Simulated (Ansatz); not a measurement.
# UPBE-QIDH/aug-cc-pVTZ run of OF (Oxygen monofluoride)

What is the electronic atomisation energy of OF (Oxygen monofluoride) at UPBE-QIDH/aug-cc-pVTZ? 

The results are computed with Ansatz 0.2.0.

38 further runs of the same task are left out: 38 set aside as unsound or not needed.

**1. Starting point**

The species is OF (2 atoms), meant as a doublet with charge 0. SMILES: `[O]F`. Geometry: relaxed at PBE0-D4/def2-TZVP.

Bond lengths: O1–F2 1.330 Å.

**2. The energy at UPBE-QIDH/aug-cc-pVTZ**

Contents of input.yaml:

```yaml
crystal:
  periodic: [false, false, false]
  atoms:
    - {symbol: O, position_ang: [0.000000, 0.000000, -0.015950]}
    - {symbol: F, position_ang: [-0.000000, -0.000000, 1.314400]}
basis:
  gaussian: {orbitals: aug-cc-pVTZ}
output: {orbitals: {seedname: orbitals}}
hamiltonian: {xc: {name: PBE-QIDH}}
accuracy: high
magnetization: {spin_polarized: true, initial_magnetization: 1}
correlation: {frozen_orbitals: {F: 1, O: 1}}
```

Started as:

```console
ansatz run input.yaml --threads 1 --pin off --max-ram 3480MiB --events-out events.jsonl --progress --plain --runs-dir runs
```

What it wrote:

```text
Warning: RAYON_NUM_THREADS=1 ignored (pool sized by the plan → 1); use --threads N
Functional definition: PBE-QIDH
  name "PBE-QIDH"
  parameter a = 3^(-1/3)
  parameter c = 1/3
  exchange = (1 - a)*pbe_x + a*exact_x
  correlation = (1 - c)*pbe_c + c*(mp2_os + mp2_ss)
1299 factors; integrals over basis functions are off by at most 3.4e-9 eV
mean field evaluation 1: about -4749.5710 eV, gradient 1.3e1 eV
mean field evaluation 2: about -4749.6150 eV, gradient 1.3e1 eV
mean field evaluation 4: about -4750.3398 eV, gradient 3.4e0 eV
mean field evaluation 8: about -4750.4314 eV, gradient 6.7e-1 eV
mean field evaluation 16: about -4750.4441 eV, gradient 4.5e-3 eV
mean field -4750.44407882 eV, -174.5755999301 hartree, gradient 7.1e-8 eV, S^2 0.757351; 0 other end points of the search recorded, 0 dependent functions left out
2 core orbitals not correlated: weight in the atoms' cores, before any rotation towards them, 1.000 or more for the frozen orbitals, at most 0.000 for the correlated occupied ones
reference -4750.44408004 eV, -174.5755999747 hartree; 7, 6 occupied and 83, 84 virtual orbitals, 1299 factors
second order -14.02153815 eV of doubles, -0.00000000 eV of singles
Total energy: -4755.11792608 eV, -174.7473606489 hartree
```

Run time: 5.1 s. Hardware: 1 thread of Arm Neoverse V1, shared host; peak memory 0.21 GiB.

**3. The F atom, same level**

Contents of run.yaml:

```yaml
crystal:
  periodic: [false, false, false]
  atoms:
    - symbol: F
      position_ang: [0.000000, 0.000000, 0.000000]
basis:
  gaussian: {orbitals: aug-cc-pVTZ}
magnetization: {spin_polarized: true, initial_magnetization: 1}
hamiltonian: {xc: {name: PBE-QIDH}}
correlation: {frozen_orbitals: {F: 1}}
accuracy: high
```

Run the same way, it converges to -99.66403 Eh (log not shown).

**4. The O atom, same level**

Contents of molecule.yaml:

```yaml
crystal:
  periodic: [false, false, false]
  atoms:
    - {symbol: O, position_ang: [0.000000, 0.000000, 0.000000]}
basis:
  gaussian:
    orbitals: aug-cc-pVTZ
total_charge: 0
magnetization:
  spin_polarized: true
  initial_magnetization: 2
hamiltonian:
  xc: {name: PBE-QIDH}
correlation:
  frozen_orbitals: {O: 1}
accuracy: high
```

Started as:

```console
ansatz run molecule.yaml --threads 1 --pin off --max-ram 3480MiB --events-out events.jsonl --progress --plain --runs-dir runs
```

What it wrote:

```text
Warning: RAYON_NUM_THREADS=1 ignored (pool sized by the plan → 1); use --threads N
[... 6 set-up lines as earlier in the session ...]
490 factors; integrals over basis functions are off by at most 2.0e-9 eV
mean field evaluation 1: about -2039.4661 eV, gradient 7.0e0 eV
mean field evaluation 2: about -2039.4663 eV, gradient 7.0e0 eV
mean field evaluation 4: about -2039.6503 eV, gradient 6.2e-1 eV
mean field evaluation 8: about -2039.6525 eV, gradient 3.4e-3 eV
mean field evaluation 16: about -2039.6525 eV, gradient 1.7e-8 eV
mean field -2039.65254296 eV, -74.9558484275 hartree, gradient 1.7e-8 eV, S^2 2.006147; 0 other end points of the search recorded, 0 dependent functions left out
1 core orbitals not correlated: weight in the atoms' cores, before any rotation towards them, 1.000 or more for the frozen orbitals, at most 0.000 for the correlated occupied ones
reference -2039.65254405 eV, -74.9558484676 hartree; 4, 2 occupied and 41, 43 virtual orbitals, 490 factors
second order -4.37542081 eV of doubles, -0.00000000 eV of singles
Total energy: -2041.11101765 eV, -75.0094463840 hartree
```

It took 0.77 s on 1 thread of Arm Neoverse V1, shared host.

**5. Outcome**

Level: UPBE-QIDH/aug-cc-pVTZ, 2 core orbitals frozen.

| quantity | value |
| --- | --- |
| molecule: total energy | -174.74736 Eh |
| molecule: HOMO energy (SCF part's orbitals) (highest over α and β) | -12.68 eV |
| molecule: LUMO energy (SCF part's orbitals) (lowest over α and β) | -1.05 eV |
| molecule: ⟨S²⟩ | 0.757 |
| F atom: total energy | -99.66403 Eh |
| F atom: ⟨S²⟩ | 0.753 |
| O atom: total energy | -75.00945 Eh |
| O atom: ⟨S²⟩ | 2.006 |
| electronic atomisation energy | 2.010 eV |

In words: Taking the molecule apart into free atoms costs 2.01 eV (46 kcal/mol), before zero-point energy and without spin-orbit coupling.
